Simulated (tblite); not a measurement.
# GeH8NO3Si2: the cost of one run

Programs: tblite 0.8.0 and PySCF 2.14.0. All values are calculated, for the isolated system unless a continuum is named. Atoms count from 0, parts from 1.

## (1) The system as given

15 atoms, charge 0, multiplicity 2; geometry: distance geometry start.

## (2) Geometry optimisation with GFN2-xTB

What the job is given:

```
{"job": {"kind": "relax", "xc": "GFN2-xTB", "basis": "xTB"}, "charge": 0, "multiplicity": 2}
Si    -0.866435     1.151977     0.767542
O     -0.124452     1.425022    -0.820897
Si     1.487844     0.904666    -1.245826
O     -2.071157    -0.150630     0.655967
Ge    -1.870792    -1.869646     1.393349
O      0.336757     0.707726     1.949875
N     -1.717475     2.699222     1.298368
H      1.441185     0.101659    -2.453474
H      2.052601     0.080895    -0.236438
H      2.346047     2.030321    -1.485959
H     -0.480470    -2.367041     1.086206
H     -2.900276    -2.787185     0.760746
H     -2.086597    -1.768823     2.873636
H      0.969172    -0.064750     1.880866
H     -1.257992     3.486889     1.737568
```

Level: GFN2-xTB geometry optimisation, gas phase.

Command:

```sh
> OMP_NUM_THREADS=1 python cluster_run.py task.json out
```

One launch serves the whole session: the jobs run in the order shown.

**Question.** How long does this first job take on 1 thread of AMD EPYC 9R45, shared host?

About 6.5 s.
